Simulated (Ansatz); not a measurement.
# ScGe4: the cost of one run

Program: Ansatz 0.2.0. Level of theory: DFT PBE, scalar-relativistic, plane waves, PAW. These are calculated values, not measurements.

### Step 1. The system as given

The structure is tetragonal, space group I4/mcm (No. 140). Conventional cell: a = 8.289 Å, b = 8.289 Å, c = 6.426 Å, α = 90.00°, β = 90.00°, γ = 90.00°. Around Sc (site symmetry 4/m) lie 2 Sc at 3.21 Å and 8 Ge at 3.39 Å. Ge (site symmetry m) is surrounded by 4 Ge at 2.44 to 2.60 Å.

Coordinates:

```cif
data_structure
_symmetry_space_group_name_H-M 'I4/mcm'
_symmetry_Int_Tables_number 140
_cell_length_a 8.2892
_cell_length_b 8.2892
_cell_length_c 6.4255
_cell_angle_alpha 90.000
_cell_angle_beta 90.000
_cell_angle_gamma 90.000
_cell_volume 441.51
loop_
_atom_site_label
_atom_site_type_symbol
_atom_site_symmetry_multiplicity
_atom_site_Wyckoff_symbol
_atom_site_fract_x
_atom_site_fract_y
_atom_site_fract_z
_atom_site_occupancy
Sc1 Sc 4 c 0.00000 0.00000 0.00000 1
Ge1 Ge 16 l 0.84926 0.34926 0.19395 1
```

The cell was relaxed beforehand at this level, from a generated guess; it needn't be the stable form of this composition. At a tolerance of 0.05 Å it has space group I4/mcm (No. 140); it has 22.08 Å³/atom, an uncorrected energy of +0.16 eV/atom over the elements.

### Step 2. Bands, states and charges

input.yaml

```yaml
crystal:
  lattice:
    - [-4.1446193258, 4.1446193258, 3.2127606364]
    - [4.1446193258, -4.1446193258, 3.2127606364]
    - [4.1446193258, 4.1446193258, -3.2127606364]
  atoms:
    - { symbol: Sc, position: [0.5, 0.5, 0.0] }
    - { symbol: Sc, position: [0.0, 0.0, 0.0] }
    - { symbol: Ge, position: [0.0432004931, 0.5432004931, 0.1985106197] }
    - { symbol: Ge, position: [0.3446898733, 0.8446898733, 0.8014893803] }
    - { symbol: Ge, position: [0.5432004931, 0.3446898733, 0.5] }
    - { symbol: Ge, position: [0.8446898733, 0.0432004931, 0.5] }
    - { symbol: Ge, position: [0.1553101267, 0.9567995069, 0.5] }
    - { symbol: Ge, position: [0.4567995069, 0.6553101267, 0.5] }
    - { symbol: Ge, position: [0.6553101267, 0.1553101267, 0.1985106197] }
    - { symbol: Ge, position: [0.9567995069, 0.4567995069, 0.8014893803] }
basis:
  ecutwfc: 420
kpoints:
  mp_grid: { grid: [8, 8, 8] }
  band_path:
    path:
      - [[0.0, 0.0, 0.0], [0.0, 0.0, 0.5], [-0.5, 0.5, 0.5], [0.0, 0.0, 0.0], [0.40021989, 0.40021989, -0.40021989]]
      - [[-0.40021989, 0.59978011, 0.40021989], [-0.5, 0.5, 0.5]]
      - [[0.0, 0.0, 0.5], [0.25, 0.25, 0.25], [0.0, 0.5, 0.0], [0.0, 0.0, 0.0]]
    npoints: 14
hamiltonian:
  xc: pbe
scf:
  occupations: { method: gaussian, width: 0.1 }
  n_extra_bands: 25
output:
  forces: true
  stress: true
  eigenvalues: true
  populations: true
  dos: { projected: true, de: 0.02, nscf_kmesh: { grid: [10, 10, 10] } }
  bader: true
  write_density: true
  write_potential: true
  elf: true
  volumetric_format: npy
```

Run with:

```bash
$ ansatz run input.yaml --threads 1 --pin off --max-ram 2560MiB --backend cpu --events-out ev --progress --plain --runs-dir out
```

What time and memory should one allow on 1 thread of Arm Neoverse V1, shared host?

About 6.8 min, with a peak of 1.5 GiB.
